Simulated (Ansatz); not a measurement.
# Zr3Cu4Si4: densities and their differences

Aim: see in Zr3Cu4Si4 how the density differs from that of free atoms, which states sit where and how charge passes between sublattices. The geometry is as listed and is not relaxed.

Method: DFT LDA, scalar-relativistic, plane waves, PAW, in Ansatz 0.2.0.

## 1. The system as given

It takes space group Immm (No. 71, orthorhombic). Conventional cell: a = 3.928 Å, b = 6.362 Å, c = 13.066 Å, α = 90.00°, β = 90.00°, γ = 90.00°. Zr (site symmetry mm2) has 6 Si at 2.83 to 2.86 Å and 6 Cu at 2.83 to 2.95 Å as nearest neighbours. Zr (site symmetry mmm) has 6 Si at 2.78 to 2.81 Å as nearest neighbours. Si (site symmetry m2m) is surrounded by 2 Cu at 2.34 Å and 1 Si at 2.43 Å and 6 Zr at 2.78 to 2.83 Å. Around Si (site symmetry mm2) lie 6 Cu at 2.39 to 2.47 Å and 3 Zr at 2.81 to 2.86 Å. Around Cu (site symmetry m) lie 4 Si at 2.34 to 2.47 Å and 1 Cu at 2.44 Å.

Coordinates:

```cif
data_structure
_symmetry_space_group_name_H-M 'Immm'
_symmetry_Int_Tables_number 71
_cell_length_a 3.9281
_cell_length_b 6.3616
_cell_length_c 13.0664
_cell_angle_alpha 90.000
_cell_angle_beta 90.000
_cell_angle_gamma 90.000
_cell_volume 326.52
loop_
_atom_site_label
_atom_site_type_symbol
_atom_site_symmetry_multiplicity
_atom_site_Wyckoff_symbol
_atom_site_fract_x
_atom_site_fract_y
_atom_site_fract_z
_atom_site_occupancy
Zr1 Zr 4 i 0.00000 0.00000 0.87495 1
Zr2 Zr 2 d 0.00000 0.50000 0.00000 1
Si1 Si 4 h 0.50000 0.80898 0.00000 1
Si2 Si 4 j 0.00000 0.50000 0.78464 1
Cu1 Cu 8 l 0.50000 0.69209 0.83052 1
```

The structure comes from the Materials Project (structure only).

## 2. Ground state at the listed geometry

File input.yaml:

```yaml
crystal:
  lattice:
    - [3.9281048514, 0.0, 0.0]
    - [0.0, -6.3616057736, 0.0]
    - [-1.9640524257, 3.1808028868, -6.5332038556]
  atoms:
    - { symbol: Zr, position: [0.12505433, 0.12505433, 0.25010866] }
    - { symbol: Zr, position: [0.87494567, 0.87494567, 0.74989134] }
    - { symbol: Zr, position: [0.0, 0.5, 0.0] }
    - { symbol: Si, position: [0.5, 0.19102371, 0.0] }
    - { symbol: Si, position: [0.5, 0.80897629, 0.0] }
    - { symbol: Si, position: [0.21536036, 0.71536036, 0.43072072] }
    - { symbol: Si, position: [0.78463964, 0.28463964, 0.56927928] }
    - { symbol: Cu, position: [0.66948299, 0.47739039, 0.33896599] }
    - { symbol: Cu, position: [0.330517, 0.1384244, 0.661034] }
    - { symbol: Cu, position: [0.669483, 0.8615756, 0.338966] }
    - { symbol: Cu, position: [0.33051701, 0.52260961, 0.66103401] }
basis:
  ecutwfc: 420
  fft_grid_basis: typed
kpoints:
  mp_grid: { grid: [10, 10, 10] }
hamiltonian:
  xc: lda
  pseudopotentials: { kind: paw }
scf:
  occupations: { method: gaussian, width: 0.05 }
output:
  forces: true
  stress: true
  eigenvalues: true
  bader: true
  write_density: true
  volumetric_format: npy
  elf: true
```

The run is started by

```
$ ansatz run input.yaml --threads 4 --pin off --max-ram 8192MiB --backend cpu --events-out ev --progress --plain --runs-dir out
```

## 4. Densities by energy window

The windows are set from the levels of the base run, in eV from its Fermi level.

Edit input.yaml of step 2 so:

```diff
@@ -27,9 +27,28 @@
   occupations: { method: gaussian, width: 0.05 }
+  n_extra_bands: 11
 output:
   forces: true
-  stress: true
+  stress: false
   eigenvalues: true
-  bader: true
-  write_density: true
+  bader: false
+  write_density: false
   volumetric_format: npy
-  elf: true
+  band_densities:
+    - { e_range: [-0.25, 0.25] }
+    - { e_range: [-1.2, 0.0] }
+    - { e_range: [0.0, 1.2] }
+    - { e_range: [-7.14, -4.74] }
+    - { e_range: [-4.74, -2.37] }
+    - { e_range: [-8.24, -7.39] }
+    - { e_range: [-11.46, -8.52] }
+  dos:
+    e_range: [-30, 8]
+    de: 0.02
+    method: { smearing: { sigma: 0.03, scheme: gaussian } }
+    projected: { site_lists: { Cu: [Cu], Si: [Si], Zr: [Zr] } }
+checkpoint:
+  read: start.run
+  write: ck
+  compress: false
+  write_wavefunctions: false
+  write_every: 100000
```

## 5. The crystal without its Cu atoms

The atoms left keep their places in the same cell.

File input.yaml:

```yaml
crystal:
  lattice:
    - [3.9281048514, 0.0, 0.0]
    - [0.0, -6.3616057736, 0.0]
    - [-1.9640524257, 3.1808028868, -6.5332038556]
  atoms:
    - { symbol: Zr, position: [0.12505433, 0.12505433, 0.25010866] }
    - { symbol: Zr, position: [0.87494567, 0.87494567, 0.74989134] }
    - { symbol: Zr, position: [0.0, 0.5, 0.0] }
    - { symbol: Si, position: [0.5, 0.19102371, 0.0], spin: 1.0 }
    - { symbol: Si, position: [0.5, 0.80897629, 0.0], spin: 1.0 }
    - { symbol: Si, position: [0.21536036, 0.71536036, 0.43072072], spin: 1.0 }
    - { symbol: Si, position: [0.78463964, 0.28463964, 0.56927928], spin: 1.0 }
magnetization:
  spin_polarized: true
basis:
  ecutwfc: 420
  fft_grid_basis: typed
kpoints:
  mp_grid: { grid: [10, 10, 10] }
hamiltonian:
  xc: lda
  pseudopotentials: { kind: paw }
scf:
  occupations: { method: gaussian, width: 0.1 }
output:
  forces: true
  stress: true
  eigenvalues: true
  bader: true
  write_density: true
  volumetric_format: npy
  populations: true
```

## 6. The Cu sublattice alone

The atoms left keep their places in the same cell.

File input.yaml:

```yaml
crystal:
  lattice:
    - [3.9281048514, 0.0, 0.0]
    - [0.0, -6.3616057736, 0.0]
    - [-1.9640524257, 3.1808028868, -6.5332038556]
  atoms:
    - { symbol: Cu, position: [0.66948299, 0.47739039, 0.33896599], spin: 1.0 }
    - { symbol: Cu, position: [0.330517, 0.1384244, 0.661034], spin: 1.0 }
    - { symbol: Cu, position: [0.669483, 0.8615756, 0.338966], spin: 1.0 }
    - { symbol: Cu, position: [0.33051701, 0.52260961, 0.66103401], spin: 1.0 }
magnetization:
  spin_polarized: true
basis:
  ecutwfc: 420
  fft_grid_basis: typed
kpoints:
  mp_grid: { grid: [10, 10, 10] }
hamiltonian:
  xc: lda
  pseudopotentials: { kind: paw }
scf:
  occupations: { method: gaussian, width: 0.1 }
output:
  forces: true
  stress: true
  eigenvalues: true
  bader: true
  write_density: true
  volumetric_format: npy
  populations: true
```

(Steps that only read results are left out.)

Q: Predict the outcome of this session. Wanted: gap on the mesh; pressure; Bader charges; the states at the Fermi level.

**Answer**, as computed:

```
                     quantity                                             value
              gap on the mesh                                      none (metal)
                     pressure                                          -6.4 GPa
                Bader charges  Zr +1.29 to +1.36, Si -0.80 to -0.28, Cu -0.46 e
the states at the Fermi level       Zr 4d (75 %), Si 3p (10 %) and Cu 3d (10 %)
```

Cu–Si (2.34 Å): Δρ is +0.07 e/Å³ at the midpoint. Si–Si (2.43 Å): Δρ is +0.06 e/Å³ at the midpoint.
